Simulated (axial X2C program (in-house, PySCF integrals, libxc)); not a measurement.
**VSi⁺: properties at the nuclei**

Wanted for VSi⁺: properties at the nuclei, at the two-component level.

Computed with an in-house X2C program for linear molecules on PySCF integrals. Level: two-component X2C with atomic mean-field terms, V dyall-cv3z, Si dyall-v3z.

All values are calculated.

1 further run of the same task is left out (it didn't finish).

## Step 1: Input

File task.json:

```json
{"zs": [23, 14], "q": 1, "bas": ["dyall-cv3z", "dyall-v3z"], "r0": 2.5, "levels": ["PBE0", "HF", "PBE50", "BP86", "LDA"], "nst": 3}
```

Keys: zs atomic numbers; q charge; bas basis sets; r0 starting distance in Å; levels methods (HF also brings MP2); nst determinants followed.

Started as:

```bash
$ python soeom.py task.json out
```

Nuclei are Gaussian, cores are contracted, and the Gaunt term is on.

## Step 2: Expectation values, lowest determinant

R = 2.381 Å. State: Ω = 3 (excess of +ω over −ω: ω = 1/2, ω = 5/2).

Output of the PBE0 run:

```text
two-component X2C + atomic mean field  PBE0
basis functions 162  fitting functions 939  grid points 5079
iter        total energy     max residual
   1      -1238.449357596     6.11e-06
   2      -1238.449357597     8.06e-06
converged
one-electron -1839.31002341  Coulomb 595.70517313  exact exchange -16.20573048  xc functional -49.94139909  nuclear repulsion 71.56449471  atomic mean-field constant -0.26187246
```

The highest occupied spinor is 35% Si p, 33% V d, 29% V s.

```csv
level,Eeff magnitude (GV/cm),Ws magnitude V (kHz),A∥/gI V (MHz),qzz V (a.u.),A∥/gI Si (MHz),qzz Si (a.u.)
PBE0,0.524,0.0534,163,0.78,-2.34,-0.46
HF,0.676,0.0606,110,0.90,0.695,-0.09
PBE50,0.595,0.0596,135,0.75,-3.59,-0.39
BP86,0.444,0.0453,208,0.86,7.83,-0.49
LDA,0.43,0.0439,215,0.89,17.6,-0.53
```

Eeff is the effective electric field on the electron dipole moment in this Ω state and Ws the scalar–pseudoscalar constant (defined with the proton number Z and per Ω); A∥ is the parallel hyperfine constant, which follows by multiplying with the nuclear g factor gI = μI/(I μN); qzz is the electric field gradient, eQq0 = 234.96 MHz × Q/barn × qzz. The operators were transformed with the bare-nucleus X2C matrices.

## Step 3: Expectation values, a higher determinant

R = 2.381 Å. State: Ω = 2 (excess of +ω over −ω: ω = -1/2, ω = 5/2), 0.37 eV above the lowest in the PBE0 search for states (made at or near this distance, with looser thresholds).

Output of the PBE0 run:

```text
two-component X2C + atomic mean field  PBE0
basis functions 162  fitting functions 939  grid points 5079
iter        total energy     max residual
   1      -1238.435840059     7.86e-06
   2      -1238.435840059     3.18e-05
   3      -1238.435840072     5.19e-06
   4      -1238.435840080     4.64e-06
   5      -1238.435840087     2.28e-06
   6      -1238.435840088     1.61e-06
converged
one-electron -1839.77830115  Coulomb 596.16290899  exact exchange -16.19055556  xc functional -49.93251463  nuclear repulsion 71.56449471  atomic mean-field constant -0.26187246
```

The highest occupied spinor is 70% Si p, 12% V s, 10% V d.

```csv
level,Eeff magnitude (GV/cm),Ws magnitude V (kHz),A∥/gI V (MHz),qzz V (a.u.),A∥/gI Si (MHz),qzz Si (a.u.)
PBE0,0.0614,0.0081,-128,0.95,-30.8,-2.55
HF,0.119,0.0131,-172,0.56,-26.3,-3.54
PBE50,0.0118,0.00796,-122,0.88,-9.32,-3.01
BP86,0.127,0.0181,-182,0.73,-42.4,-2.03
LDA,0.146,0.0198,-241,0.64,-45,-2.03
```

## Step 4: Summary of results

| quantity | value |
| --- | --- |
| lowest determinant | Ω = 3 (excess of +ω over −ω: ω = 1/2, ω = 5/2) |
| Eeff magnitude (GV/cm), PBE0 | 0.524 |
| Ws magnitude V (kHz), PBE0 | 0.0534 |
| A∥/gI V (MHz), PBE0 | 163 |
| qzz V (a.u.), PBE0 | 0.78 |
| higher determinant | Ω = 2 (excess of +ω over −ω: ω = -1/2, ω = 5/2) |
| Eeff magnitude (GV/cm), PBE0, higher determinant | 0.0614 |
| Ws magnitude V (kHz), PBE0, higher determinant | 0.0081 |
| A∥/gI V (MHz), PBE0, higher determinant | -128 |
| qzz V (a.u.), PBE0, higher determinant | 0.95 |

In the first state, the effective field runs from 0.43 to 0.676 GV/cm over the mean-field levels. The expectation values come from single determinants, which for open shells can mix terms of unlike spin or miss the lowest Ω, so a determinant need not be a state. Eeff is the effective electric field on the electron dipole moment in this Ω state and Ws the scalar–pseudoscalar constant (defined with the proton number Z and per Ω); A∥ is the parallel hyperfine constant, which follows by multiplying with the nuclear g factor gI = μI/(I μN); qzz is the electric field gradient, eQq0 = 234.96 MHz × Q/barn × qzz. The operators were transformed with the bare-nucleus X2C matrices.
